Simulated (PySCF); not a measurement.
# Rh²⁺: ionisation energy in x2c-TZVPPall

Aim: the ionisation energy of rhodium from differences of total energies, at each level of theory, and how far each lands from the tabulated value where there is one.

Program: PySCF 2.14.0. Level of theory: unrestricted determinants in a Gaussian basis, no spin-orbit coupling in the energies. These are calculated values, not measurements, unless marked.

## (1) Starting point

```
Element                                   : rhodium (Z = 45)
Basis                                     : x2c-TZVPPall
Hamiltonian                               : the spin-free X2C one-electron Hamiltonian (Gaussian nucleus)
State 1                                   : Rh²⁺: [Kr] 4d7, high-spin 4F determinant
Needed too, but not shown                 : Rh⁺ [Kr] 4d8 (3F)
Methods                                   : UHF, LDA, PBE, PBE0, r2SCAN, HSE06, BHandHLYP, wB97X, LC-wPBE, MP2
Core shells frozen in the correlated runs : valence: [Kr]; valence and next inner shell: [Ar] 3d10 (for Rh²⁺)
```

Outer shells as boxes (Hund's rule):

Rh2+ [Kr] 4d7
```
[Kr] core
4d [↑↓][↑↓][↑ ][↑ ][↑ ]
```

One driver process ran all states and methods and kept the integrals in memory. Each run is shown as a PySCF script that sums up its settings (the driver passes frozen orbitals as a list and adds second-order terms of double hybrids); the logs are those of the runs themselves. The driver starts from symmetry-adapted Hartree-Fock orbitals, holds the occupation by maximum overlap and uses a logarithmic radial grid for functionals, so a plain start would take other cycles.

It was started by

```sh
> OMP_NUM_THREADS=1 python atomrun2.py TASK.json OUT
```

The integrals over 79 functions and the set-up took 3.2 s of CPU time.

## (2) Rh²⁺

**UHF**

Input file input.py:

```python
from pyscf import gto, scf, dft, mp, cc
import basis_set_exchange as bse
mol = gto.M(atom="Rh 0 0 0", charge=2, spin=3, symmetry="D2h",
            basis=gto.basis.parse(bse.get_basis("x2c-TZVPPall", elements=["Rh"], fmt="nwchem", header=False)),
            nucmod="G")
mf = scf.UHF(mol).sfx2c1e()
mf.irrep_nelec = {'Ag': (8, 7), 'B1g': (2, 2), 'B2g': (2, 1), 'B3g': (2, 1), 'B1u': (3, 3), 'B2u': (3, 3), 'B3u': (3, 3)}
mf.kernel()
```

**LDA**

input.py differs from the last one in:

```diff
@@ -5,3 +5,3 @@
             nucmod="G")
-mf = scf.UHF(mol).sfx2c1e()
+mf = dft.UKS(mol, xc="LDA,VWN").sfx2c1e()
 mf.irrep_nelec = {'Ag': (8, 7), 'B1g': (2, 2), 'B2g': (2, 1), 'B3g': (2, 1), 'B1u': (3, 3), 'B2u': (3, 3), 'B3u': (3, 3)}
```

**PBE**

input.py differs from the last one in:

```diff
@@ -5,3 +5,3 @@
             nucmod="G")
-mf = dft.UKS(mol, xc="LDA,VWN").sfx2c1e()
+mf = dft.UKS(mol, xc="PBE").sfx2c1e()
 mf.irrep_nelec = {'Ag': (8, 7), 'B1g': (2, 2), 'B2g': (2, 1), 'B3g': (2, 1), 'B1u': (3, 3), 'B2u': (3, 3), 'B3u': (3, 3)}
```

**PBE0**

input.py differs from the last one in:

```diff
@@ -5,3 +5,3 @@
             nucmod="G")
-mf = dft.UKS(mol, xc="PBE").sfx2c1e()
+mf = dft.UKS(mol, xc="PBE0").sfx2c1e()
 mf.irrep_nelec = {'Ag': (8, 7), 'B1g': (2, 2), 'B2g': (2, 1), 'B3g': (2, 1), 'B1u': (3, 3), 'B2u': (3, 3), 'B3u': (3, 3)}
```

**r2SCAN**

input.py differs from the last one in:

```diff
@@ -5,3 +5,3 @@
             nucmod="G")
-mf = dft.UKS(mol, xc="PBE0").sfx2c1e()
+mf = dft.UKS(mol, xc="R2SCAN").sfx2c1e()
 mf.irrep_nelec = {'Ag': (8, 7), 'B1g': (2, 2), 'B2g': (2, 1), 'B3g': (2, 1), 'B1u': (3, 3), 'B2u': (3, 3), 'B3u': (3, 3)}
```

**HSE06**

input.py differs from the last one in:

```diff
@@ -5,3 +5,3 @@
             nucmod="G")
-mf = dft.UKS(mol, xc="R2SCAN").sfx2c1e()
+mf = dft.UKS(mol, xc="HSE06").sfx2c1e()
 mf.irrep_nelec = {'Ag': (8, 7), 'B1g': (2, 2), 'B2g': (2, 1), 'B3g': (2, 1), 'B1u': (3, 3), 'B2u': (3, 3), 'B3u': (3, 3)}
```

**BHandHLYP**

input.py differs from the last one in:

```diff
@@ -5,3 +5,3 @@
             nucmod="G")
-mf = dft.UKS(mol, xc="HSE06").sfx2c1e()
+mf = dft.UKS(mol, xc="BHANDHLYP").sfx2c1e()
 mf.irrep_nelec = {'Ag': (8, 7), 'B1g': (2, 2), 'B2g': (2, 1), 'B3g': (2, 1), 'B1u': (3, 3), 'B2u': (3, 3), 'B3u': (3, 3)}
```

**wB97X**

input.py differs from the last one in:

```diff
@@ -5,3 +5,3 @@
             nucmod="G")
-mf = dft.UKS(mol, xc="BHANDHLYP").sfx2c1e()
+mf = dft.UKS(mol, xc="WB97X").sfx2c1e()
 mf.irrep_nelec = {'Ag': (8, 7), 'B1g': (2, 2), 'B2g': (2, 1), 'B3g': (2, 1), 'B1u': (3, 3), 'B2u': (3, 3), 'B3u': (3, 3)}
```

**LC-wPBE**

input.py differs from the last one in:

```diff
@@ -5,3 +5,3 @@
             nucmod="G")
-mf = dft.UKS(mol, xc="WB97X").sfx2c1e()
+mf = dft.UKS(mol, xc="LC_WPBE").sfx2c1e()
 mf.irrep_nelec = {'Ag': (8, 7), 'B1g': (2, 2), 'B2g': (2, 1), 'B3g': (2, 1), 'B1u': (3, 3), 'B2u': (3, 3), 'B3u': (3, 3)}
```

## (3) Rh²⁺, continued

**MP2 (valence)**

Changes to input.py since step 2:

```diff
@@ -5,4 +5,5 @@
             nucmod="G")
-mf = dft.UKS(mol, xc="LC_WPBE").sfx2c1e()
+mf = scf.UHF(mol).sfx2c1e()
 mf.irrep_nelec = {'Ag': (8, 7), 'B1g': (2, 2), 'B2g': (2, 1), 'B3g': (2, 1), 'B1u': (3, 3), 'B2u': (3, 3), 'B3u': (3, 3)}
 mf.kernel()
+mp.UMP2(mf, frozen=18).kernel()
```

**MP2 (valence and next inner shell)**

input.py differs from the last one in:

```diff
@@ -8,2 +8,2 @@
 mf.kernel()
-mp.UMP2(mf, frozen=18).kernel()
+mp.UMP2(mf, frozen=14).kernel()
```

Q: Predict the outcome of this session.

As calculated:

```
              quantity                                                                      value
ionisation energy, Rh⁺  UHF 16.151, MP2 (valence and next inner shell) 17.999 eV; reference 18.08
```

What this shows: The methods span 2.706 eV, from UHF (16.151) to LDA (18.857). The reference is uncertain or not like for like (spin-orbit coupling or other relativistic terms), so no ranking of close methods is drawn. All values hold for this basis alone; no basis-set limit was taken.
